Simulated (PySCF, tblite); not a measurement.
**C₅H₁₀N₂OSi: geometry, infrared bands, NMR shifts and electronic excitations, part 1 of 2**

Aim: predict the infrared bands, NMR shifts and electronic excitations of C₅H₁₀N₂OSi (`N#C[Si@@H](O)N1CCCC1`).

The runs use tblite 0.8.0 and PySCF 2.14.0, with density-fitted response routines of our own; the level of theory stands in each step. All values are computed, except where a source is named. Atoms count from 0, in the outputs and in this text.

## (1) The starting structure

19 atoms, charge 0, multiplicity 1; geometry from: force field or distance geometry start.

Bonds of the start (Å): N0–C1 1.17, C1–Si2 1.88, Si2–O3 1.65, Si2–N4 1.73, N4–C5 1.47, C5–C6 1.51, C6–C7 1.52, C7–C8 1.52, C8–N4 1.47, Si2–H9 1.48, O3–H10 0.98, C5–H11 1.09, C5–H12 1.09, C6–H13 1.10, C6–H14 1.09, C7–H15 1.10, C7–H16 1.10, C8–H17 1.09, C8–H18 1.10.

## (2) Geometry optimisation with GFN2-xTB

What the job is given:

```
{"job": {"kind": "relax", "xc": "GFN2-xTB", "basis": "xTB"}, "charge": 0, "multiplicity": 1}
N      3.349300     2.403200     1.059200
C      2.814100     1.604900     0.393900
Si     1.954600     0.288500    -0.638000
O      2.658800    -1.199000    -0.614600
N      0.353700    -0.048400    -0.085100
C     -0.549900    -0.992100    -0.767100
C     -1.741400    -1.060100     0.158300
C     -1.902500     0.374700     0.621800
C     -0.500300     0.958500     0.551500
H      1.813600     0.720800    -2.048000
H      2.442700    -1.715900     0.189600
H     -0.848100    -0.617100    -1.749100
H     -0.104600    -1.983200    -0.881000
H     -1.518100    -1.708800     1.019100
H     -2.639900    -1.440100    -0.333400
H     -2.342800     0.430800     1.633700
H     -2.571900     0.908700    -0.067900
H     -0.143400     1.180100     1.560400
H     -0.533500     1.903900    -0.010900
```

The run is started by

```
$ OMP_NUM_THREADS=1 python probes_run.py task.json out
```

The driver reads the jobs from task.json and runs them one after another.

Output:

```text
step      E/eV     max force
  0    -747.40749    2.905
  1    -747.27219    9.238
  2    -747.51113    0.741
  3    -747.53458    0.606
  4    -747.59945    0.548
  5    -747.62417    0.388
  6    -747.63835    0.238
  7    -747.64617    0.248
  8    -747.65519    0.275
  9    -747.66300    0.213
 10    -747.66937    0.216
 11    -747.67441    0.176
 12    -747.67893    0.190
 13    -747.68321    0.179
 14    -747.68786    0.150
 15    -747.69288    0.153
 16    -747.69768    0.139
 17    -747.70134    0.128
 18    -747.70373    0.115
 19    -747.70554    0.091
 20    -747.70718    0.086
 21    -747.70864    0.091
 22    -747.71003    0.093
 23    -747.71150    0.088
 24    -747.71310    0.099
 25    -747.71474    0.122
 26    -747.71631    0.103
 27    -747.71793    0.098
 28    -747.71990    0.105
 29    -747.72208    0.117
 30    -747.72393    0.095
 31    -747.72528    0.080
 32    -747.72640    0.078
 33    -747.72753    0.089
 34    -747.72872    0.100
 35    -747.72973    0.116
 36    -747.73085    0.149
 37    -747.73198    0.113
 38    -747.73403    0.071
 39    -747.73472    0.076
 40    -747.73577    0.076
 41    -747.73625    0.052
 42    -747.73663    0.046
 43    -747.73680    0.054
 44    -747.73691    0.021
 45    -747.73701    0.031
 46    -747.73711    0.021
 47    -747.73720    0.024
 48    -747.73730    0.028
 49    -747.73742    0.028
 50    -747.73754    0.024
 51    -747.73766    0.025
 52    -747.73779    0.027
 53    -747.73797    0.036
 54    -747.73821    0.044
 55    -747.73851    0.047
 56    -747.73883    0.053
 57    -747.73919    0.070
 58    -747.73958    0.066
 59    -747.73996    0.045
 60    -747.74026    0.043
 61    -747.74049    0.038
 62    -747.74077    0.056
 63    -747.74118    0.063
 64    -747.74170    0.049
 65    -747.74215    0.048
 66    -747.74248    0.041
 67    -747.74279    0.041
 68    -747.74322    0.049
 69    -747.74373    0.046
 70    -747.74411    0.042
 71    -747.74431    0.032
 72    -747.74446    0.031
 73    -747.74464    0.038
 74    -747.74487    0.050
 75    -747.74516    0.055
 76    -747.74534    0.034
 77    -747.74555    0.032
 78    -747.74576    0.055
 79    -747.74593    0.036
 80    -747.74605    0.029
 81    -747.74615    0.022
 82    -747.74627    0.023
 83    -747.74639    0.020
 84    -747.74648    0.024
 85    -747.74653    0.018
 86    -747.74657    0.013
 87    -747.74661    0.017
 88    -747.74667    0.028
 89    -747.74672    0.030
 90    -747.74677    0.025
 91    -747.74681    0.013
 92    -747.74684    0.013
 93    -747.74688    0.019
 94    -747.74693    0.023
 95    -747.74699    0.021
 96    -747.74704    0.016
 97    -747.74707    0.014
 98    -747.74710    0.012
 99    -747.74712    0.012
100    -747.74715    0.014
101    -747.74718    0.013
102    -747.74721    0.011
103    -747.74723    0.009
```

Wall time 2.9 s (1 thread of Intel Xeon at 2.50GHz, shared host); peak memory 0.18 GiB.

The steps of the relaxation: (not every step is listed) (the energy doesn't fall at every step)

| step | energy from step 0 (eV) | largest force (eV/Å) |
| --- | --- | --- |
| 0 | 0.0000 | 2.9047 |
| 1 | 0.1353 | 9.2377 |
| 2 | -0.1036 | 0.7411 |
| 3 | -0.1271 | 0.6060 |
| 4 | -0.1920 | 0.5481 |
| 5 | -0.2167 | 0.3881 |
| 6 | -0.2309 | 0.2376 |
| 7 | -0.2387 | 0.2479 |
| 8 | -0.2477 | 0.2752 |
| 17 | -0.2938 | 0.1282 |
| 26 | -0.3088 | 0.1026 |
| 35 | -0.3222 | 0.1160 |
| 44 | -0.3294 | 0.0211 |
| 53 | -0.3305 | 0.0361 |
| 62 | -0.3333 | 0.0556 |
| 71 | -0.3368 | 0.0320 |
| 80 | -0.3386 | 0.0291 |
| 89 | -0.3392 | 0.0299 |
| 98 | -0.3396 | 0.0124 |
| 99 | -0.3396 | 0.0121 |
| 100 | -0.3397 | 0.0142 |
| 101 | -0.3397 | 0.0126 |
| 102 | -0.3397 | 0.0106 |
| 103 | -0.3397 | 0.0086 |

Distances of close pairs at the start and the end, largest changes first:

| bond | before (Å) | after (Å) | change (Å) |
| --- | --- | --- | --- |
| O3–H10 | 0.980 | 0.954 | -0.026 |
| N4–C5 | 1.474 | 1.448 | -0.026 |
| Si2–O3 | 1.646 | 1.621 | -0.025 |
| N0–C1 | 1.169 | 1.145 | -0.024 |
| Si2–H9 | 1.482 | 1.460 | -0.021 |
| Si2–N4 | 1.727 | 1.709 | -0.017 |
| C7–H15 | 1.105 | 1.088 | -0.017 |
| C7–C8 | 1.521 | 1.537 | +0.016 |

The end geometry stands in the next job.

## (3) Harmonic vibrations with GFN2-xTB

What the job is given:

```
{"job": {"kind": "ir", "xc": "GFN2-xTB", "basis": "xTB"}, "charge": 0, "multiplicity": 1}
N      3.043151     1.973478     1.500378
C      2.603447     1.323263     0.666443
Si     1.895853     0.276990    -0.719138
O      2.676358    -1.133758    -0.887716
N      0.278418     0.037556    -0.220491
C     -0.582219    -1.020600    -0.705770
C     -1.703514    -1.049997     0.326310
C     -1.935560     0.439538     0.580515
C     -0.546786     1.069453     0.392133
H      2.186183     0.915046    -2.000239
H      2.718263    -1.781187    -0.188673
H     -0.988552    -0.784561    -1.699839
H     -0.029550    -1.957673    -0.776733
H     -1.354366    -1.538846     1.236265
H     -2.594494    -1.561305    -0.031654
H     -2.340003     0.634960     1.571348
H     -2.631945     0.838189    -0.157761
H     -0.097978     1.364385     1.344829
H     -0.606509     1.964320    -0.237668
```

Output:

```text
mode    cm-1     km/mol
  1      14.2      0.35
  2      45.7      0.74
  3      80.5      4.03
  4     130.8      1.31
  5     148.1      3.29
  6     194.5     22.40
  7     247.3     38.02
  8     272.0     48.41
  9     301.3     74.79
 10     334.3      1.13
 11     346.2     19.37
 12     454.1     23.48
 13     586.9      0.74
 14     602.5     10.08
 15     668.8    133.48
 16     680.3     93.14
 17     779.5     76.76
 18     805.4    301.73
 19     840.1      2.06
 20     892.9     29.59
 21     918.5    170.83
 22     949.0      2.01
 23     984.8      3.08
 24    1009.9      3.76
 25    1082.9     36.69
 26    1103.8     11.35
 27    1132.6     51.37
 28    1159.1      3.84
 29    1176.4     46.24
 30    1212.7      2.04
 31    1214.4     35.62
 32    1255.5     88.22
 33    1290.6      3.24
 34    1310.1      1.14
 35    1318.0      5.04
 36    1334.9     56.40
 37    1476.0      0.58
 38    1487.3      1.02
 39    1496.1      1.21
 40    1509.0      0.12
 41    2275.3    275.26
 42    2367.8     16.43
 43    2860.9     77.36
 44    2896.9     53.52
 45    2950.6     32.79
 46    2986.5     13.04
 47    2988.7     30.47
 48    3000.9     87.74
 49    3019.3     42.27
 50    3022.8     47.87
 51    3663.5     16.39
```

Run time: 2.5 s. Hardware: 1 thread of Intel Xeon at 2.50GHz, shared host; peak memory 0.18 GiB.

The strongest bands and the atoms that carry them (share of the mass-weighted mode):

| cm⁻¹ | km/mol | atoms |
| --- | --- | --- |
| 669 | 133.5 | H9 74 %, Si2 11 % |
| 680 | 93.1 | H9 61 %, Si2 14 % |
| 805 | 301.7 | H10 61 % |
| 918 | 170.8 | O3 43 %, Si2 36 % |
| 1256 | 88.2 | N4 39 %, H11 20 %, H18 16 % |
| 2275 | 275.3 | H9 97 % |
| 2861 | 77.4 | H11 92 % |
| 3001 | 87.7 | H13 56 %, H16 32 % |

## (4) Relaxing the molecule at PBE0-D3(BJ)/def2-SVP

What the job is given:

```
{"job": {"xc": "PBE0", "basis": "def2-SVP", "d3": "d3bj", "grid": 1, "shake": 0.01, "kind": "geom"}, "charge": 0, "multiplicity": 1}
N      3.063560     1.947920     1.504560
C      2.597770     1.318740     0.664290
Si     1.875650     0.274670    -0.727790
O      2.709590    -1.131500    -0.891240
N      0.275610     0.030880    -0.231040
C     -0.586130    -1.015780    -0.708160
C     -1.693940    -1.052000     0.326550
C     -1.920100     0.444990     0.575460
C     -0.548610     1.074860     0.411480
H      2.183490     0.912610    -1.990220
H      2.709400    -1.784100    -0.179850
H     -0.982750    -0.783650    -1.693140
H     -0.057830    -1.947460    -0.786330
H     -1.371050    -1.536080     1.243270
H     -2.598940    -1.572070    -0.031390
H     -2.340530     0.649020     1.578820
H     -2.630010     0.849310    -0.159820
H     -0.107240     1.370230     1.350650
H     -0.608660     1.956490    -0.235380
```

Output:

```text
step   0  E = -669.90476521  max force = 0.026006
step   1  E = -669.90904396  max force = 0.004345
step   2  E = -669.90945378  max force = 0.001527
step   3  E = -669.90963040  max force = 0.001605
step   4  E = -669.90978356  max force = 0.002242
step   5  E = -669.90992614  max force = 0.002495
step   6  E = -669.91004926  max force = 0.001584
step   7  E = -669.91013595  max force = 0.000444
step   8  E = -669.91015756  max force = 0.000434
step   9  E = -669.91022301  max force = 0.000958
step  10  E = -669.91027410  max force = 0.000847
step  11  E = -669.91029504  max force = 0.000610
step  12  E = -669.91035464  max force = 0.000884
step  13  E = -669.91055070  max force = 0.001592
step  14  E = -669.91058077  max force = 0.004885
step  15  E = -669.91065691  max force = 0.004930
step  16  E = -669.91094067  max force = 0.000942
step  17  E = -669.91111573  max force = 0.001028
step  18  E = -669.91131063  max force = 0.001377
step  19  E = -669.91136367  max force = 0.000629
step  20  E = -669.91137557  max force = 0.000357
optimisation converged
```

Run time: 15 min. Hardware: 1 thread of Intel Xeon at 2.50GHz, shared host; peak memory 0.77 GiB.

Step by step:

| step | energy from step 0 (eV) | largest force component (eV/Å) |
| --- | --- | --- |
| 0 | 0.0000 | 1.3373 |
| 1 | -0.1164 | 0.2234 |
| 2 | -0.1276 | 0.0785 |
| 3 | -0.1324 | 0.0825 |
| 4 | -0.1366 | 0.1153 |
| 5 | -0.1404 | 0.1283 |
| 6 | -0.1438 | 0.0815 |
| 7 | -0.1461 | 0.0228 |
| 8 | -0.1467 | 0.0223 |
| 9 | -0.1485 | 0.0493 |
| 10 | -0.1499 | 0.0436 |
| 11 | -0.1505 | 0.0314 |
| 12 | -0.1521 | 0.0455 |
| 13 | -0.1574 | 0.0819 |
| 14 | -0.1582 | 0.2512 |
| 15 | -0.1603 | 0.2535 |
| 16 | -0.1680 | 0.0484 |
| 17 | -0.1728 | 0.0529 |
| 18 | -0.1781 | 0.0708 |
| 19 | -0.1796 | 0.0323 |
| 20 | -0.1799 | 0.0184 |

Distances of close pairs at the start and the end, largest changes first:

| bond | before (Å) | after (Å) | change (Å) |
| --- | --- | --- | --- |
| Si2–H9 | 1.448 | 1.478 | +0.031 |
| N4–C5 | 1.437 | 1.467 | +0.030 |
| C8–H17 | 1.079 | 1.108 | +0.030 |
| C5–H12 | 1.074 | 1.103 | +0.029 |
| C5–H11 | 1.087 | 1.106 | +0.019 |
| N4–C8 | 1.477 | 1.461 | -0.017 |
| C6–H13 | 1.086 | 1.102 | +0.016 |
| Si2–N4 | 1.693 | 1.708 | +0.015 |

The end geometry stands in the next job.

| at the end point | value |
| --- | --- |
| point group (found at 0.08 Å tolerance) | C1 |
| rotational constants (GHz, main isotopes) | 2.308, 0.921, 0.737 |
| dipole moment (D) | 4.12 |

(Continued in part 2 of 2.)
